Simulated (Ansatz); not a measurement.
# CH8S2Si2: the cost of one run

Computed with Ansatz 0.2.0, Gaussian basis. Level: functionals in def2-TZVPP, the program's frozen cores in correlated methods.

Levels to be run: PBE-D4, r2SCAN-D4, PBE0-D4, B3LYP-D4, ωB97X-V, ωB97M-V, B2PLYP; CCSD(T)/def2-TZVPP; MP2/def2-QZVPP; extrapolation to the limit.

**1. The geometry**

All runs share one geometry, relaxed beforehand with PBE0-D4 in a triple-zeta def2 set.

13 atoms, charge 0, spin multiplicity 1.

Atoms are counted from 1 here; the program's logs count them from 0.

Bond lengths: C1–S2 1.800 Å, C1–H6 1.093 Å, C1–H7 1.089 Å, C1–H8 1.090 Å, S2–S3 2.058 Å, S3–Si4 2.151 Å, Si4–Si5 2.338 Å, Si4–H9 1.489 Å, Si4–H10 1.491 Å, Si5–H11 1.485 Å, Si5–H12 1.487 Å, Si5–H13 1.489 Å. Angles: S2–C1–H6 105.9°, S2–C1–H7 110.8°, S2–C1–H8 111.0°, H6–C1–H7 109.4°, H6–C1–H8 109.2°, H7–C1–H8 110.4°, C1–S2–S3 102.0°, S2–S3–Si4 97.1°, S3–Si4–Si5 110.9°, S3–Si4–H9 109.1°, S3–Si4–H10 105.8°, Si5–Si4–H9 111.9°, Si5–Si4–H10 110.6°, H9–Si4–H10 108.5°, Si4–Si5–H11 110.9°, Si4–Si5–H12 108.9°, Si4–Si5–H13 109.9°, H11–Si5–H12 109.3° and more.

**2. PBE-D4 (GGA)**

in.yaml

```yaml
crystal:
  periodic: [false, false, false]
  atoms:
    - {symbol: C, position_ang: [-2.500228, -0.115409, 1.102597]}
    - {symbol: S, position_ang: [-1.058956, -1.189243, 1.001101]}
    - {symbol: S, position_ang: [0.418303, 0.000933, 1.798947]}
    - {symbol: Si, position_ang: [1.030455, 0.936368, -0.039249]}
    - {symbol: Si, position_ang: [1.999525, -0.624301, -1.485415]}
    - {symbol: H, position_ang: [-3.333900, -0.694562, 0.698475]}
    - {symbol: H, position_ang: [-2.712189, 0.149359, 2.137681]}
    - {symbol: H, position_ang: [-2.362290, 0.782628, 0.500885]}
    - {symbol: H, position_ang: [-0.144381, 1.610090, -0.657534]}
    - {symbol: H, position_ang: [2.023430, 1.978961, 0.347164]}
    - {symbol: H, position_ang: [1.061313, -1.740010, -1.767145]}
    - {symbol: H, position_ang: [3.232436, -1.164936, -0.853763]}
    - {symbol: H, position_ang: [2.366880, 0.035423, -2.769046]}
basis:
  gaussian: {orbitals: def2-TZVPP}
hamiltonian: {xc: pbe, dispersion: d4}
output: {forces: true, orbitals: {seedname: orbitals}}
```

Started as:

```bash
ansatz run in.yaml --threads 4 --pin off --events-out ev --progress --plain --max-ram 10444MiB
```

Q: Estimate wall time and peak memory on 4 threads of Arm Neoverse V1, shared host.

About 4.1 s, with a peak of 0.54 GiB.
